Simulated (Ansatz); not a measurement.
# Si₃H₈O₂: a ladder of functionals and wavefunction methods

One table from this session's results is given with a row withheld; the runs are named, their logs left out.

Method: functionals in def2-TZVPP, the program's frozen cores in correlated methods; program: Ansatz 0.2.0, Gaussian basis.

Levels to be run: LDA (SPW92), PBE-D4, revPBE-D4, BLYP-D4, r2SCAN-D4, B97M-V, PBE0-D4, B3LYP-D4, r2SCANh-D4, r2SCAN0-D4, HSE06-D4, BHLYP-D4, CAM-B3LYP-D4, LC-ωPBE, ωB97X-V, ωB97M-V, B2PLYP, PBE-QIDH; CCSD(T)/def2-SVP; CCSD(T)/def2-TZVPP; MP2/def2-QZVPP; extrapolation to the limit; RPA on PBE.

## The geometry

An earlier PBE0-D4 in a triple-zeta def2 set relaxation fixed the geometry.

13 atoms, charge 0, spin multiplicity 1.

Atoms are counted from 1 here; the program's logs count them from 0.

Bond lengths: Si1–O2 1.637 Å, Si1–H6 1.483 Å, Si1–H7 1.487 Å, Si1–H8 1.485 Å, O2–Si3 1.627 Å, Si3–O4 1.627 Å, Si3–H9 1.480 Å, Si3–H10 1.480 Å, O4–Si5 1.637 Å, Si5–H11 1.485 Å, Si5–H12 1.487 Å, Si5–H13 1.483 Å. Angles: O2–Si1–H6 108.3°, O2–Si1–H7 110.2°, O2–Si1–H8 109.9°, H6–Si1–H7 109.7°, H6–Si1–H8 109.6°, H7–Si1–H8 109.2°, Si1–O2–Si3 145.9°, O2–Si3–O4 110.9°, O2–Si3–H9 109.8°, O2–Si3–H10 107.2°, O4–Si3–H9 107.2°, O4–Si3–H10 109.8°, H9–Si3–H10 112.1°, Si3–O4–Si5 145.8°, O4–Si5–H11 109.9°, O4–Si5–H12 110.3°, O4–Si5–H13 108.3°, H11–Si5–H12 109.2° and more.

Coordinates:

```mol
H8O2Si3
  3D, bonds by distance, orders not assigned

 13 12  0  0  0  0  0  0  0  0999 V2000
   -1.6666    1.5869    0.7568 Si  0  0
   -0.2926    0.7920    1.1580 O   0  0
    0.4673   -0.6464    1.2023 Si  0  0
    0.6333   -1.2610   -0.2954 O   0  0
    1.2698   -1.0390   -1.7875 Si  0  0
   -1.6732    2.8895    1.4648 H   0  0
   -2.8568    0.7926    1.1598 H   0  0
   -1.7069    1.8159   -0.7101 H   0  0
   -0.3351   -1.6133    1.9852 H   0  0
    1.8019   -0.4176    1.8009 H   0  0
    0.4361   -0.0779   -2.5538 H   0  0
    2.6546   -0.5086   -1.6825 H   0  0
    1.2886   -2.3478   -2.4836 H   0  0
  1  2  8  0
  2  3  8  0
  3  4  8  0
  4  5  8  0
  1  6  8  0
  1  7  8  0
  1  8  8  0
  3  9  8  0
  3 10  8  0
  5 11  8  0
  5 12  8  0
  5 13  8  0
M  END
```

Set-up of the first run:

in.yaml reads:

```yaml
crystal:
  periodic: [false, false, false]
  atoms:
    - {symbol: Si, position_ang: [-1.666608, 1.586943, 0.756842]}
    - {symbol: O, position_ang: [-0.292566, 0.792014, 1.157997]}
    - {symbol: Si, position_ang: [0.467304, -0.646378, 1.202285]}
    - {symbol: O, position_ang: [0.633286, -1.260950, -0.295358]}
    - {symbol: Si, position_ang: [1.269831, -1.039013, -1.787507]}
    - {symbol: H, position_ang: [-1.673212, 2.889511, 1.464784]}
    - {symbol: H, position_ang: [-2.856808, 0.792617, 1.159784]}
    - {symbol: H, position_ang: [-1.706876, 1.815900, -0.710110]}
    - {symbol: H, position_ang: [-0.335135, -1.613284, 1.985217]}
    - {symbol: H, position_ang: [1.801877, -0.417613, 1.800869]}
    - {symbol: H, position_ang: [0.436130, -0.077921, -2.553835]}
    - {symbol: H, position_ang: [2.654574, -0.508608, -1.682517]}
    - {symbol: H, position_ang: [1.288603, -2.347816, -2.483649]}
basis:
  gaussian: {orbitals: def2-TZVPP}
hamiltonian: {xc: lda}
output: {orbitals: {seedname: orbitals}}
```

Launch:

```bash
ansatz run in.yaml --threads 4 --pin off --events-out ev --progress --plain --max-ram 10444MiB
```

Steps of the session up to this table: LDA; PBE-D4 (GGA); revPBE-D4 (GGA); BLYP-D4 (GGA); r2SCAN-D4 (meta-GGA); B97M-V (meta-GGA); PBE0-D4 (hybrid); B3LYP-D4 (hybrid); r2SCANh-D4 (hybrid); r2SCAN0-D4 (hybrid); HSE06-D4 (hybrid); BHLYP-D4 (hybrid); CAM-B3LYP-D4 (range-separated); LC-ωPBE (range-separated); ωB97X-V (range-separated); ωB97M-V (range-separated); B2PLYP (double hybrid); PBE-QIDH (double hybrid).

One table of the session follows, with a row left open; its other results are not shown here.

It belongs to the step «Orbital energies across the functionals». 

```
  functional  HOMO (eV)  gap (eV)
 LDA (SPW92)      -7.28      6.03
      PBE-D4      -7.23      6.29
   revPBE-D4          ?         ?
     BLYP-D4      -7.16      6.36
   r2SCAN-D4      -7.59      7.03
      B97M-V      -7.73      6.87
     PBE0-D4      -8.63      8.55
    B3LYP-D4      -8.44      8.15
  r2SCANh-D4      -8.10      7.83
  r2SCAN0-D4      -8.87      9.01
    HSE06-D4      -8.23      7.78
    BHLYP-D4     -10.00     10.78
CAM-B3LYP-D4     -10.05     10.94
     LC-ωPBE     -11.38     13.47
     ωB97X-V     -11.07     12.97
     ωB97M-V     -10.92     12.50
```

Estimate the missing values for revPBE-D4.

As computed: HOMO (eV): -7.21; gap (eV): 6.40. In the column «HOMO (eV)» it lies between PBE-D4 (-7.23) and BLYP-D4 (-7.16).
